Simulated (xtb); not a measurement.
# SiBrF3 (SMILES F[Si](F)(F)Br) at GFN1-xTB (hydrogen mass 4 u, md dump 16 fs, md temperature 350 K, md time 0.3 ps)

Wanted: molecular dynamics of SiBrF3. 

The results are computed with xtb 6.7.1.

6 further runs of the same task are left out: 1 that didn't finish, 5 set aside as unsound or not needed.

### 1 The molecule

The species is SiBrF3 (5 atoms), meant as a singlet with charge 0. As SMILES, `F[Si](F)(F)Br`. The coordinates come from a PBE0-D4/def2-TZVP relaxation. The run starts from this shape.

Bond lengths: F1–Si2 1.568 Å, Si2–F3 1.567 Å, Si2–F4 1.567 Å, Si2–Br5 2.162 Å. Angles: F1–Si2–F3 108.3°, F1–Si2–F4 108.4°, F1–Si2–Br5 110.6°, F3–Si2–F4 108.4°, F3–Si2–Br5 110.6°, F4–Si2–Br5 110.6°.

### 2 Molecular dynamics at GFN1-xTB (hydrogen mass 4 u, md dump 16 fs, md temperature 350 K, md time 0.3 ps)

Input file detailed.inp:

```
$md
   temp=350
   time=0.3
   step=2
   dump=16
   hmass=4
   shake=0
   nvt=false
$end
```

Input file mol.json:

```json
{
 "schema_name": "qcschema_molecule",
 "schema_version": 2,
 "symbols": [
  "F",
  "Si",
  "F",
  "F",
  "Br"
 ],
 "geometry": [
  -0.05480206,
  0.06727425,
  3.01713673,
  0.12680062,
  -0.16308336,
  0.06954192,
  -0.78612607,
  -2.87030501,
  -0.71223778,
  2.9683818,
  0.12566679,
  -0.71507237,
  -2.15995696,
  2.70117452,
  -1.73779214
 ],
 "molecular_charge": 0,
 "molecular_multiplicity": 1
}
```

On the command line:

```console
xtb --md --gfn1 --input detailed.inp -- mol.json | tee mol.out
```

**Question.** What will come out? Wanted: potential energy of the last frame.

Computed results:

At GFN1-xTB (hydrogen mass 4 u, md dump 16 fs, md temperature 350 K, md time 0.3 ps):

| quantity | value |
| --- | --- |
| potential energy of the last frame | -21.42999 Eh |
